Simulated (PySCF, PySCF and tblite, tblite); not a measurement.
**C₄H₁₂BNO: a path driven as rotation about a bond, and NMR exchange, part 1 of 3**

Aim: the barrier and rate of rotation about a bond in C₄H₁₂BNO (`COB(C)N(C)C`), and what it does to NMR lines.

Programs: PySCF 2.14.0 with density-fitted response routines of our own, and tblite 0.8.0. All values are computed, except where a source is named. Atoms count from 0 throughout.

## 1. The starting structure

19 atoms, charge 0, multiplicity 1; geometry from: force field or distance geometry start.

Bonds of the start (Å): B2–C3 1.57, B2–N4 1.55, C0–H7 1.12, C0–H8 1.11, C0–H9 1.11, C0–O1 1.41, C3–H10 1.11, C3–H11 1.12, C3–H12 1.11, C5–H13 1.12, C5–H14 1.11, C5–H15 1.12, C6–H16 1.11, C6–H17 1.11, C6–H18 1.11, N4–C5 1.47, N4–C6 1.47, O1–B2 1.48.

## 2. GFN2-xTB relaxation, start minimum

The job: settings as JSON, then the geometry in Å.

```
{"job": {"xc": "GFN2-xTB", "basis": "xTB", "kind": "relax"}, "charge": 0, "multiplicity": 1}
C      2.098800     0.583200    -0.753500
O      1.201700    -0.505100    -0.813600
B      0.320500    -0.472400     0.373600
C      0.781200    -1.124300     1.727800
N     -1.153200    -0.011000     0.235500
C     -1.229500     1.407800    -0.151200
C     -1.848100    -0.834900    -0.769000
H      1.560500     1.565400    -0.774000
H      2.746600     0.547400    -1.648700
H      2.753100     0.530000     0.142000
H      1.647200    -0.575700     2.141100
H     -0.049800    -1.107800     2.476300
H      1.069100    -2.184800     1.563100
H     -0.812000     1.581900    -1.172100
H     -2.285900     1.755800    -0.128600
H     -0.672600     2.036500     0.596500
H     -1.825700    -1.904200    -0.456500
H     -1.393600    -0.742700    -1.776300
H     -2.918000    -0.535900    -0.819800
```

Launch:

```sh
> OMP_NUM_THREADS=1 python ens_run.py task.json out
```

The driver reads the study from task.json and runs its stages one after another.

What it wrote:

```text
step      E/eV     max force
  0    -623.14592    2.323
  1    -623.33841    1.611
  2    -623.46074    0.708
  3    -623.48714    0.476
  4    -623.51821    0.349
  5    -623.53830    0.512
  6    -623.57786    0.528
  7    -623.59882    0.467
  8    -623.61987    0.444
  9    -623.64404    0.402
 10    -623.68360    0.650
 11    -623.74038    0.788
 12    -623.79815    0.651
 13    -623.85066    0.554
 14    -623.88307    0.556
 15    -623.90763    0.462
 16    -623.92679    0.295
 17    -623.94601    0.280
 18    -623.95595    0.269
 19    -623.97337    0.337
 20    -623.99029    0.310
 21    -624.01408    0.336
 22    -624.03851    0.384
 23    -624.06303    0.470
 24    -624.08914    0.492
 25    -624.11967    0.437
 26    -624.15222    0.528
 27    -624.18568    0.581
 28    -624.21732    0.503
 29    -624.22194    0.992
 30    -624.26641    0.432
 31    -624.28437    0.293
 32    -624.30649    0.273
 33    -624.32123    0.342
 34    -624.33705    0.287
 35    -624.34872    0.251
 36    -624.35765    0.220
 37    -624.36715    0.255
 38    -624.37823    0.261
 39    -624.39195    0.246
 40    -624.40160    0.198
 41    -624.40961    0.185
 42    -624.42010    0.220
 43    -624.43629    0.250
 44    -624.45443    0.271
 45    -624.46847    0.235
 46    -624.47837    0.256
 47    -624.48880    0.269
 48    -624.50337    0.289
 49    -624.52113    0.313
 50    -624.53778    0.337
 51    -624.55723    0.328
 52    -624.58013    0.293
 53    -624.60502    0.361
 54    -624.62079    0.388
 55    -624.63781    0.358
 56    -624.65138    0.299
 57    -624.67599    0.279
 58    -624.68413    0.264
 59    -624.69676    0.243
 60    -624.70625    0.224
 61    -624.72017    0.264
 62    -624.73388    0.240
 63    -624.74478    0.203
 64    -624.75346    0.228
 65    -624.76155    0.242
 66    -624.77071    0.205
 67    -624.77894    0.264
 68    -624.78577    0.181
 69    -624.78987    0.164
 70    -624.79579    0.148
 71    -624.80042    0.171
 72    -624.80615    0.191
 73    -624.81423    0.211
 74    -624.82469    0.257
 75    -624.83613    0.251
 76    -624.84775    0.254
 77    -624.85722    0.190
 78    -624.86410    0.159
 79    -624.86818    0.102
 80    -624.87030    0.137
 81    -624.87185    0.086
 82    -624.87301    0.069
 83    -624.87403    0.084
 84    -624.87531    0.084
 85    -624.87686    0.062
 86    -624.87729    0.039
 87    -624.87772    0.037
 88    -624.87806    0.043
 89    -624.87842    0.044
 90    -624.87882    0.043
 91    -624.87925    0.047
 92    -624.87970    0.052
 93    -624.88020    0.057
 94    -624.88076    0.053
 95    -624.88135    0.053
 96    -624.88191    0.064
 97    -624.88249    0.064
 98    -624.88320    0.064
 99    -624.88409    0.067
100    -624.88499    0.061
101    -624.88569    0.045
102    -624.88622    0.044
103    -624.88675    0.049
104    -624.88728    0.051
105    -624.88773    0.046
106    -624.88809    0.054
107    -624.88846    0.044
108    -624.88891    0.039
109    -624.88920    0.047
110    -624.88947    0.043
111    -624.88972    0.037
112    -624.89013    0.042
113    -624.89074    0.048
114    -624.89150    0.055
115    -624.89220    0.064
116    -624.89271    0.059
117    -624.89304    0.042
118    -624.89338    0.043
119    -624.89361    0.027
120    -624.89375    0.025
121    -624.89383    0.021
122    -624.89390    0.016
123    -624.89394    0.015
124    -624.89398    0.012
125    -624.89401    0.013
126    -624.89406    0.014
127    -624.89411    0.015
128    -624.89417    0.019
129    -624.89423    0.024
130    -624.89429    0.026
131    -624.89438    0.026
132    -624.89450    0.029
133    -624.89466    0.033
134    -624.89485    0.046
135    -624.89508    0.039
136    -624.89539    0.047
137    -624.89582    0.036
138    -624.89633    0.049
139    -624.89669    0.051
140    -624.89702    0.032
141    -624.89721    0.027
142    -624.89730    0.035
143    -624.89741    0.022
144    -624.89751    0.022
145    -624.89761    0.026
146    -624.89768    0.021
147    -624.89775    0.014
148    -624.89780    0.011
149    -624.89784    0.010
150    -624.89786    0.010
151    -624.89788    0.011
152    -624.89791    0.010
153    -624.89793    0.009
154    -624.89794    0.009
155    -624.89796    0.008
156    -624.89799    0.010
157    -624.89802    0.015
158    -624.89807    0.019
159    -624.89814    0.023
160    -624.89827    0.028
161    -624.89849    0.033
162    -624.89884    0.043
163    -624.89904    0.082
164    -624.89907    0.076
165    -624.89958    0.047
166    -624.89980    0.040
167    -624.90018    0.066
168    -624.90052    0.040
169    -624.90086    0.032
170    -624.90107    0.028
171    -624.90126    0.030
172    -624.90148    0.040
173    -624.90170    0.035
174    -624.90194    0.034
175    -624.90215    0.029
176    -624.90242    0.031
177    -624.90265    0.033
178    -624.90288    0.036
179    -624.90313    0.035
180    -624.90336    0.037
181    -624.90351    0.024
182    -624.90359    0.040
183    -624.90366    0.018
184    -624.90370    0.015
185    -624.90376    0.018
186    -624.90379    0.015
187    -624.90384    0.016
188    -624.90388    0.013
189    -624.90392    0.014
190    -624.90396    0.015
191    -624.90400    0.014
192    -624.90403    0.010
193    -624.90405    0.011
194    -624.90407    0.011
195    -624.90409    0.010
196    -624.90412    0.013
197    -624.90415    0.014
198    -624.90418    0.013
199    -624.90421    0.014
200    -624.90425    0.013
201    -624.90429    0.013
202    -624.90432    0.014
203    -624.90435    0.013
204    -624.90438    0.010
205    -624.90441    0.011
206    -624.90444    0.013
207    -624.90447    0.012
208    -624.90449    0.013
209    -624.90452    0.011
210    -624.90454    0.017
211    -624.90458    0.014
212    -624.90461    0.013
213    -624.90465    0.013
214    -624.90469    0.013
215    -624.90473    0.013
216    -624.90478    0.014
217    -624.90483    0.012
218    -624.90487    0.014
219    -624.90491    0.015
220    -624.90495    0.015
221    -624.90498    0.012
222    -624.90501    0.016
223    -624.90504    0.016
224    -624.90507    0.014
225    -624.90509    0.012
226    -624.90512    0.008
227    -624.90513    0.009
228    -624.90514    0.009
229    -624.90515    0.010
230    -624.90516    0.007
231    -624.90517    0.004
232    -624.90517    0.004
233    -624.90518    0.006
234    -624.90518    0.005
235    -624.90519    0.003
236    -624.90519    0.002
```

Wall time 0.74 s (1 thread of AMD EPYC 9R45, shared host).

Gain 1.759 eV; displacement 1.16 Å root mean square.

## 3. Relaxed scan, rotation

The job: settings as JSON, then the geometry in Å.

```
{"job": {"xc": "GFN2-xTB", "basis": "xTB", "coordinate": [["t", [3, 2, 1, 0], 0.5], ["t", [4, 2, 1, 0], 0.5]], "kind": "drive"}, "charge": 0, "multiplicity": 1}
C      2.547616     0.957609     0.090997
O      1.170930     0.960359    -0.163543
B      0.338714    -0.098985     0.102001
C      0.830368    -1.483697     0.740316
N     -1.011427     0.105905    -0.228216
C     -1.492236     1.341073    -0.805685
C     -2.071981    -0.854672    -0.044800
H      2.939900     1.927696    -0.221853
H      3.058533     0.171093    -0.473962
H      2.758567     0.818213     1.156331
H      1.898395    -1.495319     0.940705
H      0.325952    -1.685234     1.683211
H      0.619947    -2.321381     0.078373
H     -1.946564     1.156327    -1.784997
H     -2.247024     1.799709    -0.158022
H     -0.657153     2.024194    -0.921519
H     -1.684312    -1.770160     0.389209
H     -2.543339    -1.092850    -1.005057
H     -2.844691    -0.450629     0.619051
```

What it wrote:

```text
point  coordinate     E/eV
  0    -75.400     -624.88289
  1    -60.700     -624.82177
  2    -45.900     -624.72813
  3    -30.900     -624.61893
  4    -15.600     -624.52388
  5     -0.100     -624.47535
  6     15.300     -624.48551
  7     30.600     -624.55819
  8     45.600     -624.64649
  9     60.400     -624.70071
 10     75.100     -624.72479
 11     89.700     -624.71180
```

It took 1.3 s on 1 thread of AMD EPYC 9R45, shared host.

The highest point is number 5, 9.4 kcal/mol above the first.

## 4. Nudged elastic band, leg 1

The job, as its differences from that of step 3:

```diff
@@ -1,2 +1,2 @@
-{"job": {"xc": "GFN2-xTB", "basis": "xTB", "coordinate": [["t", [3, 2, 1, 0], 0.5], ["t", [4, 2, 1, 0], 0.5]], "kind": "drive"}, "charge": 0, "multiplicity": 1}
+{"job": {"xc": "GFN2-xTB", "basis": "xTB", "kind": "neb"}, "charge": 0, "multiplicity": 1}
 C      2.547616     0.957609     0.090997
```

What it wrote:

```text
image   E - E0 / eV
  0       0.0000
  1       0.0901
  2       0.3100
  3       0.4358
  4       0.2691
  5       0.1919
  6       0.1739
```

Run time: 1.4 s. Hardware: 1 thread of AMD EPYC 9R45, shared host; peak memory 0.2 GiB.

The highest point is number 3, 10.0 kcal/mol above the first.

## 5. Saddle search, leg 1

The job: settings as JSON, then the geometry in Å.

```
{"job": {"xc": "GFN2-xTB", "basis": "xTB", "kind": "saddle"}, "charge": 0, "multiplicity": 1}
C      2.329494     1.193109    -0.188790
O      1.341744     0.697403     0.663035
B      0.375039    -0.270445     0.454809
C      0.625861    -1.729618     1.073795
N     -0.844337     0.045540    -0.162509
C     -1.164038     1.348084    -0.705216
C     -1.978224    -0.847378    -0.247517
H      2.053147     2.175774    -0.595838
H      2.529595     0.516977    -1.026146
H      3.252198     1.309962     0.389852
H      1.659142    -1.837677     1.392378
H      0.001318    -1.906852     1.946568
H      0.419024    -2.525113     0.360845
H     -1.482365     1.257703    -1.749452
H     -1.980743     1.809156    -0.139422
H     -0.295306     1.995471    -0.650883
H     -1.715252    -1.829489     0.129697
H     -2.310211    -0.943684    -1.286490
H     -2.816085    -0.458923     0.341283
```

What it wrote:

```text
step      E/eV     max force
  0    -624.46943   0.0282
  1    -624.47775   0.0798
  2    -624.47293   0.0306
  3    -624.47631   0.0284
  4    -624.47963   0.0685
  5    -624.47780   0.0183
  6    -624.48002   0.0191
  7    -624.48206   0.0237
  8    -624.48377   0.0353
  9    -624.48546   0.0290
 10    -624.48796   0.0412
 11    -624.49042   0.0340
 12    -624.49363   0.0634
 13    -624.49673   0.0962
 14    -624.49834   0.2208
 15    -624.49857   0.0507
 16    -624.50071   0.0330
 17    -624.50365   0.0586
 18    -624.50630   0.0928
 19    -624.50922   0.1107
 20    -624.51201   0.1106
 21    -624.51479   0.0858
 22    -624.51783   0.1201
 23    -624.52038   0.1468
 24    -624.52260   0.0947
 25    -624.52008   0.3537
 26    -624.52454   0.0395
 27    -624.52615   0.0877
 28    -624.52539   0.0167
 29    -624.52636   0.0249
 30    -624.52717   0.0350
 31    -624.52787   0.0228
 32    -624.52851   0.0484
 33    -624.52818   0.0121
 34    -624.52855   0.0168
 35    -624.52882   0.0174
 36    -624.52899   0.0105
 37    -624.52905   0.0124
 38    -624.52906   0.0010
lowest wavenumbers (cm-1): -136.4 92.4 126.8 130.0 142.1 167.7
```

It took 5 s on 1 thread of AMD EPYC 9R45, shared host; peak memory 0.2 GiB.

Point group C1; 1 imaginary mode, 136i cm⁻¹, carried by C0, O1, C3, H8. Steps downhill from it reached both ends.

## 6. Shieldings, start: PBE0/pcSseg-1

The job: settings as JSON, then the geometry in Å.

```
{"job": {"kind": "nmr", "xc": "PBE0", "basis": "pcSseg-1", "pop": false}, "charge": 0, "multiplicity": 1}
C      2.547616     0.957609     0.090997
O      1.170930     0.960359    -0.163543
B      0.338714    -0.098985     0.102001
C      0.830368    -1.483697     0.740316
N     -1.011427     0.105905    -0.228216
C     -1.492236     1.341073    -0.805685
C     -2.071981    -0.854672    -0.044800
H      2.939900     1.927696    -0.221853
H      3.058533     0.171093    -0.473962
H      2.758567     0.818213     1.156331
H      1.898395    -1.495319     0.940705
H      0.325952    -1.685234     1.683211
H      0.619947    -2.321381     0.078373
H     -1.946564     1.156327    -1.784997
H     -2.247024     1.799709    -0.158022
H     -0.657153     2.024194    -0.921519
H     -1.684312    -1.770160     0.389209
H     -2.543339    -1.092850    -1.005057
H     -2.844691    -0.450629     0.619051
```

What it wrote:

```text
coarse grid: 15024 points
cycle   1  E = -314.0038251822  dE =  6.745e-01  |g| = 6.562e-01  |ddm| = 3.545e+00
cycle   2  E = -313.9306882934  dE =  7.314e-02  |g| = 9.181e-01  |ddm| = 1.281e+00
cycle   3  E = -314.0923625415  dE = -1.617e-01  |g| = 1.141e-01  |ddm| = 8.056e-01
cycle   4  E = -314.0946838955  dE = -2.321e-03  |g| = 3.685e-02  |ddm| = 9.662e-02
cycle   5  E = -314.0949691077  dE = -2.852e-04  |g| = 1.120e-02  |ddm| = 3.112e-02
cycle   6  E = -314.0949916712  dE = -2.256e-05  |g| = 3.784e-03  |ddm| = 8.683e-03
cycle   7  E = -314.0949945485  dE = -2.877e-06  |g| = 3.862e-04  |ddm| = 2.443e-03
final grid: 142704 points
cycle   8  E = -314.1429105409  dE = -5.416e-05  |g| = 1.179e-02  |ddm| = 3.194e-02
cycle   9  E = -314.1428883552  dE =  2.219e-05  |g| = 1.612e-02  |ddm| = 1.759e-02
cycle  10  E = -314.1429399464  dE = -5.159e-05  |g| = 2.112e-03  |ddm| = 1.045e-02
cycle  11  E = -314.1429408522  dE = -9.058e-07  |g| = 1.531e-04  |ddm| = 1.547e-03
cycle  12  E = -314.1429408560  dE = -3.878e-09  |g| = 8.098e-05  |ddm| = 1.947e-04
cycle  13  E = -314.1429408574  dE = -1.334e-09  |g| = 2.935e-05  |ddm| = 9.186e-05
cycle  14  E = -314.1429408575  dE = -1.745e-10  |g| = 5.326e-06  |ddm| = 2.199e-05
converged SCF energy = -314.1429408575

GIAO shielding tensors (ppm)
atom      isotropic    diamagn.    paramagn.     s11        s22        s33       span
  0 C      131.193     242.376    -111.183    106.254    107.499    179.827     73.574
  1 O      245.139     398.838    -153.700    100.501    288.085    346.831    246.330
  2 B       71.942     197.219    -125.277     53.285     70.849     91.691     38.406
  3 C      192.387     256.254     -63.866    185.305    192.887    198.969     13.664
  4 N      177.861     326.987    -149.127     91.323    211.648    230.611    139.288
  5 C      149.675     246.202     -96.527    124.280    140.161    184.584     60.304
  6 C      146.266     245.960     -99.694    125.148    130.402    183.248     58.100
  7 H       27.705      28.101      -0.396     23.313     26.027     33.775     10.462
  8 H       27.895      29.429      -1.534     24.053     25.698     33.935      9.881
  9 H       27.896      29.424      -1.527     24.057     25.693     33.940      9.883
 10 H       31.401      32.760      -1.359     26.265     30.421     37.518     11.253
 11 H       31.606      32.872      -1.266     27.017     29.958     37.843     10.825
 12 H       31.603      32.875      -1.271     27.009     29.966     37.835     10.826
 13 H       29.569      30.011      -0.442     25.348     27.063     36.296     10.949
 14 H       29.569      30.011      -0.442     25.344     27.065     36.298     10.953
 15 H       27.548      31.509      -3.961     21.531     29.509     31.604     10.072
 16 H       28.637      31.789      -3.152     23.284     30.008     32.619      9.334
 17 H       29.226      29.781      -0.555     25.270     26.663     35.744     10.474
 18 H       29.226      29.778      -0.552     25.274     26.662     35.743     10.469
```

Wall time 12 s (1 thread of AMD EPYC 9R45, shared host); peak memory 0.83 GiB.

In short: HOMO -6.36 eV, LUMO 1.47 eV; dipole 0.42 D.

(Continued in part 2 of 3.)
